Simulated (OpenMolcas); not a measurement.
# Sm³⁺ among point charges: CASSCF levels and susceptibility

How does a field of 6 point charges split the states of Sm³⁺, and what χT follows?

The numbers are computed with OpenMolcas 26.06 (state-averaged CASSCF, spin-orbit coupling by RASSI with atomic mean-field integrals), except any that are marked as measured or tabulated.

### 1 Starting point

| Property | Result |
| --- | --- |
| Species | Sm³⁺ (samarium, Z = 62, 59 electrons) |
| Basis | ANO-RCC-VDZP [7s6p4d2f1g], 68 functions |
| Scalar Hamiltonian | DKH2, point nucleus |
| Inactive shells | 1s 2s 2p 3s 3p 3d 4s 4p 4d 5s 5p |
| Active space | 5 electrons in 7 orbitals (4f) |
| Some configurations of this space | 4f⁵ |
| Orbitals | optimised for the highest spin of each parity, averaged over all roots |

The outer shells:

4f5
```
4f [↑ ][↑ ][↑ ][↑ ][↑ ][  ][  ]
```

The ion sits among 6 point charges of -1 e arranged as an octahedron (Oh), 2.41 Å from the ion.

Each step is its own input file, run in one work folder so that later steps find the files of earlier ones. Labels, J, g values, rates, χT and fits are worked out afterwards by a script from the matrices that RASSI stores. The input lists half of the charges; inversion (Group=XYZ) makes the rest.

### 2 One- and two-electron integrals

a.inp

```
&GATEWAY
Coord
1

Sm 0.0 0.0 0.0
Basis=ANO-RCC-VDZP
Group=XYZ
NoMove
AngMom=0.0 0.0 0.0
AMFI
XField
3 Angstrom 0
2.410000 0.000000 0.000000 -1.000000
0.000000 2.410000 0.000000 -1.000000
0.000000 0.000000 2.410000 -1.000000
&SEWARD
```

### 3 Reference wave functions, sextets of odd parity, 21 roots

a.inp

```
&RASSCF
FileOrb=start.orb
Symmetry=2
Spin=6
nActEl=5 0 0
Inactive=15 12
Ras2=0 7
CIRoot=21 21 1
SDav=21
CIMx=300
Iter=120 100
PrWF=0.3
OrbListing=Nothing
MaxOrb=0
>>> COPY $Project.JobIph JOB001
```

start.orb holds the contracted functions of the basis, ordered by shell, or the orbitals of the step before.

### 4 CASSCF: quartets of odd parity, 162 roots

a.inp

```
&RASSCF
FileOrb=start.orb
Symmetry=2
Spin=4
nActEl=5 0 0
Inactive=15 12
Ras2=0 7
CIRoot=162 162 1
SDav=224
CIMx=300
Iter=120 100
PrWF=0.3
OrbListing=Nothing
MaxOrb=0
CIOnly
>>> COPY $Project.JobIph JOB002
```

### 5 CASSCF: doublets of odd parity, 162 roots

a.inp

```
&RASSCF
FileOrb=start.orb
Symmetry=2
Spin=2
nActEl=5 0 0
Inactive=15 12
Ras2=0 7
CIRoot=162 162 1
SDav=490
CIMx=300
Iter=120 100
PrWF=0.3
OrbListing=Nothing
MaxOrb=0
CIOnly
>>> COPY $Project.JobIph JOB003
```

### 6 State interaction with spin-orbit coupling

a.inp

```
&RASSI
NrOfJobIphs=3 21 108 41
1 2 3 4 5 6 7 8 9 10 11 12 13 14 15 16 17 18 19 20 21
1 2 3 4 5 6 7 8 9 10 11 12 13 14 15 16 17 18 19 20 21 22 23 24 25 26 27
28 29 30 31 32 33 34 35 36 37 38 39 40 41 42 43 44 45 46 47 48 49 50 51
52 53 54 55 56 57 58 59 60 61 62 63 64 65 66 67 68 69 70 71 72 73 74 75
76 77 78 79 80 81 82 83 84 85 86 87 88 89 90 91 92 93 94 95 96 97 98 99
100 101 102 103 104 105 106 107 108
1 2 3 4 5 6 7 8 9 10 11 12 13 14 15 16 17 18 19 20 21 22 23 24 25 26 27
28 29 30 31 32 33 34 35 36 37 38 39 40 41
IphNames
JOB001
JOB002
JOB003
EJob
SpinOrbit
DIPRint=1.0
SOCoupling=1000.0
Subsets=2
Property=9
'ANGMOM' 1 'ANGMOM' 2 'ANGMOM' 3 'MLTPL  1' 1 'MLTPL  1' 2 'MLTPL  1' 3
'AMFI' 1 'AMFI' 2 'AMFI' 3
SOProperty=3
'ANGMOM' 1 'ANGMOM' 2 'ANGMOM' 3
```

Before running it: what results should come out? Wanted: spin-free ground state; first state of the same spin within the active space; lowest level; next level.

As calculated:

```
                                            quantity                            value
                                              method                           CASSCF
                              spin-free ground state  6T1, 3-fold in its orbital part
first state of the same spin within the active space                  6E at 40.1 cm⁻¹
                                        lowest level  2-fold Γ7, g = 0.24, 0.24, 0.24
                                          next level                        80.6 cm⁻¹
                                         χT at 300 K                   0.31 cm³ K/mol
                           effective moment at 300 K                          1.56 μB
```

In words: The spin-free ground state (6T1) comes to 100 % from free-ion H terms and keeps the highest spin of the shell. The quartets, doublets rest on orbitals optimised for another spin in at least one step, which raises them against the optimised states. Not all states of the active space went into the spin-orbit step. High states of lower spin are left out of the spin-orbit mixing, and CASSCF puts spin-flip levels too high. Point charges carry no covalency, so the field is a model and not that of real ligands.
